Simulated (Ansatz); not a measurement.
# Na7Ta: the cost of one run

Method: DFT PBE, scalar-relativistic, plane waves, PAW, in Ansatz 0.2.0.

## (1) The system as given

The structure is tetragonal, space group P4/mmm (No. 123). Conventional cell: a = 7.296 Å, b = 7.296 Å, c = 5.159 Å, α = 90.00°, β = 90.00°, γ = 90.00°. Around Na (site symmetry m2m) lie 10 Na at 3.65 Å and 2 Ta at 3.65 Å. Around Na (site symmetry 4/mmm) lie 12 Na at 3.65 Å. Na (site symmetry mmm) has 10 Na at 3.65 Å and 2 Ta at 3.65 Å as nearest neighbours. Ta (site symmetry 4/mmm) is surrounded by 12 Na at 3.65 Å.

As a file:

```
Na Ta
1.0
     7.29561    0.00000    0.00000
     0.00000    7.29561    0.00000
     0.00000    0.00000    5.15878
Na Ta
7 1
Direct
  0.75000 0.75000 0.50000
  0.50000 0.50000 0.00000
  0.25000 0.25000 0.50000
  0.50000 0.00000 0.00000
  0.25000 0.75000 0.50000
  0.00000 0.50000 0.00000
  0.75000 0.25000 0.50000
  0.00000 0.00000 0.00000
```

Recipe of the guess: ordered superstructure of fcc (P4/mmm, No. 123). Lengths come from tabulated atomic sizes and are only a guess.

## (2) Probe: one point on a coarse mesh

The input, input.yaml:

```yaml
crystal:
  lattice:
    - [7.29561066, 0.0, 0.0]
    - [0.0, 7.29561066, 0.0]
    - [0.0, 0.0, 5.15877577]
  atoms:
    - { symbol: Na, position: [0.75, 0.75, 0.5] }
    - { symbol: Na, position: [0.5, 0.5, 0.0] }
    - { symbol: Na, position: [0.25, 0.25, 0.5] }
    - { symbol: Na, position: [0.5, 0.0, 0.0] }
    - { symbol: Na, position: [0.25, 0.75, 0.5] }
    - { symbol: Na, position: [0.0, 0.5, 0.0] }
    - { symbol: Na, position: [0.75, 0.25, 0.5] }
    - { symbol: Ta, position: [0.0, 0.0, 0.0] }
basis:
  ecutwfc: 420
kpoints:
  mp_grid: { grid: [4, 4, 4] }
hamiltonian:
  xc: pbe
scf:
  occupations: { method: gaussian, width: 0.1 }
  lower_state_search: "off"
output:
  forces: true
  stress: true
  eigenvalues: true
```

Command:

```bash
> ansatz run input.yaml --threads 1 --pin off --max-ram 2560MiB --backend cpu --events-out ev --progress --plain --runs-dir out
```

Q: Estimate wall time and peak memory on 1 thread of Arm Neoverse V2, shared host.

About 9.9 s, with a peak of 0.51 GiB.
